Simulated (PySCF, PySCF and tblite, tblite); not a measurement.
# CH₇F₃Si₃: conformers and averaged spectra, part 2 of 2

PySCF and tblite. Atoms count from 0. Earlier steps stand in the parts before.

## 6. Shieldings, conformer 1: BHandHLYP/pcSseg-1 in chloroform

The job: settings as JSON, then the geometry in Å.

```
{"job": {"xc": "BHandHLYP", "basis": "pcSseg-1", "solvent": "chloroform", "kind": "nmr", "pop": false}, "charge": 0, "multiplicity": 1}
F     -1.039594    -0.237973     2.040857
C     -1.778254    -0.399887     0.915569
F     -1.536984    -1.669862     0.508812
F     -3.063663    -0.372481     1.306961
Si    -1.312688     0.909406    -0.449833
Si     0.899708     0.419114    -0.958464
Si     2.159911    -0.530927     0.756588
H     -2.394242     0.701039    -1.417256
H     -1.631488     2.157326     0.249974
H      0.876972    -0.434863    -2.159627
H      1.471161     1.683591    -1.455219
H      1.691369    -1.880611     1.064828
H      3.572844    -0.628878     0.376414
H      2.084270     0.284534     1.969189
```

The log of the run:

```text
coarse grid: 13560 points
cycle   1  E = -1209.9405608776  dE =  4.978e-01  |g| = 8.646e-01  |ddm| = 3.186e+00
cycle   2  E = -1209.9306585719  dE =  9.902e-03  |g| = 9.878e-01  |ddm| = 9.123e-01
cycle   3  E = -1210.0788616500  dE = -1.482e-01  |g| = 3.953e-02  |ddm| = 4.583e-01
cycle   4  E = -1210.0792874563  dE = -4.258e-04  |g| = 1.719e-02  |ddm| = 6.852e-02
cycle   5  E = -1210.0793507951  dE = -6.334e-05  |g| = 2.543e-03  |ddm| = 1.927e-02
cycle   6  E = -1210.0793526819  dE = -1.887e-06  |g| = 6.798e-04  |ddm| = 3.912e-03
final grid: 119408 points
cycle   7  E = -1210.1135682830  dE = -1.005e-05  |g| = 3.340e-03  |ddm| = 9.047e-03
cycle   8  E = -1210.1135683613  dE = -7.836e-08  |g| = 3.362e-03  |ddm| = 3.504e-03
cycle   9  E = -1210.1135698652  dE = -1.504e-06  |g| = 2.152e-04  |ddm| = 1.578e-03
cycle  10  E = -1210.1135698732  dE = -8.003e-09  |g| = 7.652e-05  |ddm| = 2.480e-04
cycle  11  E = -1210.1135698745  dE = -1.216e-09  |g| = 1.227e-05  |ddm| = 6.914e-05
cycle  12  E = -1210.1135698745  dE = -2.797e-11  |g| = 3.911e-06  |ddm| = 1.193e-05
converged SCF energy = -1210.1135698745

GIAO shielding tensors (ppm)
atom      isotropic    diamagn.    paramagn.     s11        s22        s33       span
  0 F      260.741     477.835    -217.094    152.531    279.875    349.817    197.286
  1 C       47.362     248.262    -200.900     36.528     41.009     64.549     28.021
  2 F      258.860     478.210    -219.351    153.230    277.779    345.570    192.340
  3 F      258.824     471.429    -212.605    158.854    272.519    345.098    186.244
  4 Si     415.659     878.280    -462.621    382.415    416.703    447.858     65.443
  5 Si     478.349     880.104    -401.754    466.971    473.963    494.114     27.143
  6 Si     460.604     878.897    -418.293    450.549    462.504    468.758     18.209
  7 H       27.702      28.246      -0.544     24.132     25.840     33.133      9.001
  8 H       27.843      28.614      -0.771     24.498     25.955     33.075      8.577
  9 H       28.480      29.748      -1.268     24.924     25.975     34.542      9.619
 10 H       28.612      29.349      -0.737     24.846     26.037     34.954     10.108
 11 H       28.387      29.985      -1.598     24.624     27.466     33.070      8.446
 12 H       28.321      28.755      -0.434     24.697     25.718     34.546      9.849
 13 H       28.423      29.740      -1.317     24.812     27.047     33.410      8.598
```

It took 20 s on 1 thread of Arm Neoverse V1, shared host; peak memory 1 GiB.

This run: HOMO -9.65 eV, LUMO 0.06 eV; dipole 3.23 D.

## 7. Shieldings, conformer 2: BHandHLYP/pcSseg-1 in chloroform

The job: settings as JSON, then the geometry in Å.

```
{"job": {"xc": "BHandHLYP", "basis": "pcSseg-1", "solvent": "chloroform", "kind": "nmr", "pop": false}, "charge": 0, "multiplicity": 1}
F     -2.636643    -0.726780     1.678119
C     -2.567431    -0.473846     0.351723
F     -2.526359    -1.683393    -0.251151
F     -3.753120     0.068943     0.014844
Si    -1.027300     0.626349    -0.106336
Si     0.839285    -0.571613     0.591264
Si     2.850194     0.502899     0.167810
H     -1.247592     0.836489    -1.539226
H     -1.366527     1.880644     0.570002
H      0.685078    -0.860019     2.026884
H      0.798599    -1.894306    -0.054325
H      4.009629    -0.268662     0.613612
H      3.028351     0.760329    -1.262869
H      2.913157     1.802493     0.840060
```

The log of the run:

```text
coarse grid: 13560 points
cycle   1  E = -1209.9418622087  dE =  5.006e-01  |g| = 8.660e-01  |ddm| = 3.193e+00
cycle   2  E = -1209.9331109019  dE =  8.751e-03  |g| = 9.871e-01  |ddm| = 9.033e-01
cycle   3  E = -1210.0806642240  dE = -1.476e-01  |g| = 4.051e-02  |ddm| = 4.537e-01
cycle   4  E = -1210.0811181490  dE = -4.539e-04  |g| = 1.686e-02  |ddm| = 6.986e-02
cycle   5  E = -1210.0811818186  dE = -6.367e-05  |g| = 2.204e-03  |ddm| = 1.899e-02
cycle   6  E = -1210.0811832657  dE = -1.447e-06  |g| = 6.512e-04  |ddm| = 3.697e-03
final grid: 119408 points
cycle   7  E = -1210.1149275831  dE = -9.906e-06  |g| = 3.116e-03  |ddm| = 8.484e-03
cycle   8  E = -1210.1149277315  dE = -1.484e-07  |g| = 3.086e-03  |ddm| = 3.419e-03
cycle   9  E = -1210.1149289960  dE = -1.264e-06  |g| = 2.125e-04  |ddm| = 1.435e-03
cycle  10  E = -1210.1149290043  dE = -8.280e-09  |g| = 7.997e-05  |ddm| = 2.616e-04
cycle  11  E = -1210.1149290057  dE = -1.394e-09  |g| = 1.072e-05  |ddm| = 7.393e-05
cycle  12  E = -1210.1149290057  dE = -2.365e-11  |g| = 2.983e-06  |ddm| = 1.303e-05
converged SCF energy = -1210.1149290057

GIAO shielding tensors (ppm)
atom      isotropic    diamagn.    paramagn.     s11        s22        s33       span
  0 F      259.666     475.831    -216.165    155.099    278.297    345.603    190.503
  1 C       48.455     253.808    -205.353     37.907     42.856     64.603     26.696
  2 F      259.682     476.752    -217.070    155.091    278.335    345.619    190.528
  3 F      257.818     471.465    -213.647    157.762    269.834    345.858    188.096
  4 Si     415.200     878.872    -463.673    376.403    425.334    443.862     67.459
  5 Si     473.195     880.365    -407.170    463.771    473.057    482.758     18.987
  6 Si     465.455     878.306    -412.851    458.321    461.616    476.426     18.105
  7 H       27.872      29.426      -1.554     24.150     26.672     32.793      8.643
  8 H       27.871      29.143      -1.272     24.150     26.670     32.793      8.643
  9 H       28.365      29.999      -1.635     24.291     27.116     33.687      9.397
 10 H       28.365      30.274      -1.909     24.288     27.122     33.684      9.397
 11 H       28.432      28.471      -0.039     24.918     25.930     34.449      9.531
 12 H       28.556      29.178      -0.622     25.068     26.650     33.951      8.883
 13 H       28.557      29.019      -0.463     25.069     26.650     33.952      8.882
```

It took 22 s on 1 thread of Arm Neoverse V1, shared host; peak memory 0.9 GiB.

In short: HOMO -9.56 eV, LUMO 0.37 eV; dipole 3.63 D.

## 8. The ensemble: properties at BHandHLYP/pcSseg-1 in chloroform

The job: settings as JSON, then the geometry in Å.

```
{"job": {"study": "conf", "smiles": "FC(F)(F)[SiH2][SiH2][SiH3]", "search": {"seed": 5066, "n_embed": 60, "ff_keep": 14, "window": 3.0, "nmax": 10, "temps": [220, 260, 298.15, 340, 380], "t_ref": 298.15, "order": 0.0005}, "level": {"nmr": {"xc": "BHandHLYP", "basis": "pcSseg-1", "solvent": "chloroform"}, "change": "BHandHLYP/pcSseg-1; solvent chloroform", "top": 4}, "kind": "conf"}, "charge": 0, "multiplicity": 1}
F     -2.636643    -0.726780     1.678119
C     -2.567431    -0.473846     0.351723
F     -2.526359    -1.683393    -0.251151
F     -3.753120     0.068943     0.014844
Si    -1.027300     0.626349    -0.106336
Si     0.839285    -0.571613     0.591264
Si     2.850194     0.502899     0.167810
H     -1.247592     0.836489    -1.539226
H     -1.366527     1.880644     0.570002
H      0.685078    -0.860019     2.026884
H      0.798599    -1.894306    -0.054325
H      4.009629    -0.268662     0.613612
H      3.028351     0.760329    -1.262869
H      2.913157     1.802493     0.840060
```

The log of the run:

```text
conformer  sym    E(xTB)   E(DFT)   G(298.15 K)  weight  dipole/D
    1     C1      0.000    0.318    0.642   0.2527    3.226
    2     Cs      1.920    0.000    0.000   0.7472    3.634

mean shielding (ppm) by class
class atoms           220 K      260 K   298.15 K      340 K      380 K
  0 F  0,2,3        259.145    259.154    259.161    259.168    259.173
  1 C  1             48.222     48.198     48.179     48.162     48.148
  2 Si 4            415.298    415.308    415.316    415.323    415.329
  3 Si 5            474.295     474.41    474.498    474.578    474.642
  4 Si 6            464.419    464.312    464.229    464.153    464.093
  5 H  7,8            27.85     27.848     27.846     27.845     27.844
  6 H  9,10          28.403     28.408     28.411     28.413     28.416
  7 H  11,12,13      28.486     28.482      28.48     28.478     28.476
```

Run time: 42 s. Hardware: 1 thread of Arm Neoverse V1, shared host. This counts the runs that the step sums up.

Against the first level, at 298 K (shieldings, ppm; largest changes first):

```csv
atoms,CAM-B3LYP/pcSseg-1 in cyclohexane,BHandHLYP/pcSseg-1 in chloroform,change
"F0, F2, F3",241.8,259.2,+17.4
Si4,405.1,415.3,+10.2
C1,40.0,48.2,+8.2
Si6,456.5,464.2,+7.7
Si5,467.3,474.5,+7.2
"H11, H12, H13",28.29,28.48,+0.19
"H9, H10",28.25,28.41,+0.16
"H7, H8",27.70,27.85,+0.15
```

Weights: from CAM-B3LYP/pcSseg-1 in cyclohexane energies 1: 35 %, 2: 65 %; from BHandHLYP/pcSseg-1 in chloroform energies 1: 25 %, 2: 75 % (with a dispersion term where the level has one and the same thermal terms, so they don't follow from the SCF energies alone). Times: 63 s and 42 s.

## 9. Results

This closing draws on all 2 parts.

| quantity | value |
| --- | --- |
| conformers | 2; the first in weight is no. 2 (Cs), 65 % at 298 K |
| root-mean-square dipole | 3.10 D |
| averaged 13C shifts (CAM-B3LYP/pcSseg-1 in cyclohexane) | 145.5 ppm |
| averaged 1H shifts (CAM-B3LYP/pcSseg-1 in cyclohexane) | 4.07, 3.52, 3.48 ppm |
| averaged 29Si shifts (CAM-B3LYP/pcSseg-1 in cyclohexane) | -64.3, -115.7, -126.5 ppm |

At 298 K conformer 2 holds 65 % of the ensemble (66 % at 220 K, 64 % at 380 K). Among conformers over 5 %, H9, H10 differ by 0.21 ppm, while the average moves by 0.00 ppm from 220 to 380 K. Between CAM-B3LYP/pcSseg-1 in cyclohexane and BHandHLYP/pcSseg-1 in chloroform, F0 changes most, by 17.4 ppm of raw shielding; the energies behind both averages, dispersion terms included where typed, rank the same conformer first.
